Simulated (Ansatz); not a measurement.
This was printed by a script on Ansatz's Python interface, for a single point in a Gaussian basis of CH9B2NSi, SMILES B[SiH2]C(B)N. What did the script look like? Use: CAM-B3LYP, STO-3G basis, multiplicity 1.

```yaml
atoms:
  - { symbol: B, position_ang: [-1.3247, 1.6926, 0.0612] }
  - { symbol: Si, position_ang: [-0.5181, 0.3649, 1.1256] }
  - { symbol: C, position_ang: [0.5810, -0.7005, 0.0594] }
  - { symbol: B, position_ang: [-0.1954, -1.5108, -0.9736] }
  - { symbol: N, position_ang: [1.5870, 0.1233, -0.6504] }
  - { symbol: H, position_ang: [-2.5510, 1.7908, -0.0295] }
  - { symbol: H, position_ang: [-0.6884, 2.5208, -0.5396] }
  - { symbol: H, position_ang: [-1.5022, -0.4568, 1.7530] }
  - { symbol: H, position_ang: [0.2884, 1.0368, 2.2166] }
  - { symbol: H, position_ang: [1.1444, -1.4177, 0.7624] }
  - { symbol: H, position_ang: [-0.9215, -0.9533, -1.7628] }
  - { symbol: H, position_ang: [-0.2503, -2.6944, -0.9293] }
  - { symbol: H, position_ang: [2.1995, -0.4699, -1.1607] }
  - { symbol: H, position_ang: [2.1383, 0.6451, 0.0963] }
```

```console
$ python energy_ch9b2nsi.py
converged              True
free_energy_ev         -11757.278682802083
reference_energy_ev    -11757.278682802083
n_frozen               0
n_occupied             [23, 23]
n_virtual              [15, 15]
largest force 4.126 eV/A, rms 1.3251
dipole (D): 1.222 -0.542 1.221, length 1.811
atom  Mulliken   Lowdin
B        0.003   -0.007
Si       0.557    0.506
C       -0.253   -0.160
B        0.178    0.107
N       -0.405   -0.268
H       -0.047   -0.042
H       -0.038   -0.034
H       -0.132   -0.124
H       -0.121   -0.114
H        0.038    0.014
H       -0.054   -0.049
H       -0.051   -0.046
H        0.174    0.113
H        0.152    0.104
```

The script that was run (others could print the same):

The script, `energy_ch9b2nsi.py`:
```python
import sys

import ansatz
import numpy as np

config = {
    'basis': 'STO-3G',
    'xc': 'CAM-B3LYP',
}


def main() -> None:
    geometry_ang = [
        ('B', [-1.3247, 1.6926, 0.0612]),
        ('Si', [-0.5181, 0.3649, 1.1256]),
        ('C', [0.581, -0.7005, 0.0594]),
        ('B', [-0.1954, -1.5108, -0.9736]),
        ('N', [1.587, 0.1233, -0.6504]),
        ('H', [-2.551, 1.7908, -0.0295]),
        ('H', [-0.6884, 2.5208, -0.5396]),
        ('H', [-1.5022, -0.4568, 1.753]),
        ('H', [0.2884, 1.0368, 2.2166]),
        ('H', [1.1444, -1.4177, 0.7624]),
        ('H', [-0.9215, -0.9533, -1.7628]),
        ('H', [-0.2503, -2.6944, -0.9293]),
        ('H', [2.1995, -0.4699, -1.1607]),
        ('H', [2.1383, 0.6451, 0.0963]),
    ]
    molecule = ansatz.Crystal.molecule()
    for symbol, xyz in geometry_ang:
        molecule = molecule.atom(symbol, xyz)

    model = molecule.calculation()
    model = model.basis(gaussian=config['basis'])
    model = model.functional(config['xc'])
    model = model.scf(lower_state_search='light')
    model = model.forces()
    try:
        report = model.run(threads=1).report
    except ansatz.AnsatzError as error:
        sys.exit(f'{type(error).__name__}: {error}')

    for key in ('converged', 'free_energy_ev', 'reference_energy_ev', 'n_frozen', 'n_occupied', 'n_virtual'):
        print(f'{key:22s} {report[key]}')

    symbols = [site.symbol for site in molecule.cartesian_sites]
    forces = np.array(report['forces_ev_ang'])
    print('largest force', round(float(np.linalg.norm(forces, axis=1).max()), 4), 'eV/A, rms', round(float(np.sqrt((forces ** 2).mean())), 4))

    charges = report['charge_distribution']
    dipole = np.array(charges['dipole_moment_e_ang']) * 4.803205
    print('dipole (D): {:.3f} {:.3f} {:.3f}, length {:.3f}'.format(*dipole, np.linalg.norm(dipole)))
    print('atom  Mulliken   Lowdin')
    for symbol, m, l in zip(symbols, charges['mulliken_charges_e'], charges['lowdin_charges_e']):
        print(f'{symbol:4s} {m:9.3f} {l:8.3f}')


if __name__ == '__main__':
    main()
```

Reading the output:
- The settings weren't tested for convergence.
- The geometry is a force-field or estimated start, not a minimum of this method, and the basis set is short of its limit.
- The Löwdin charges here are taken after orthogonalising the functions within each atom; they differ from plain Löwdin charges, and their signs can be unphysical.
- Finished in 3.3 s on 1 thread of Arm Neoverse V1, on a shared host, peak memory 0.18 GiB.

(Lines on the test bed's own set-up are left out of the output.)
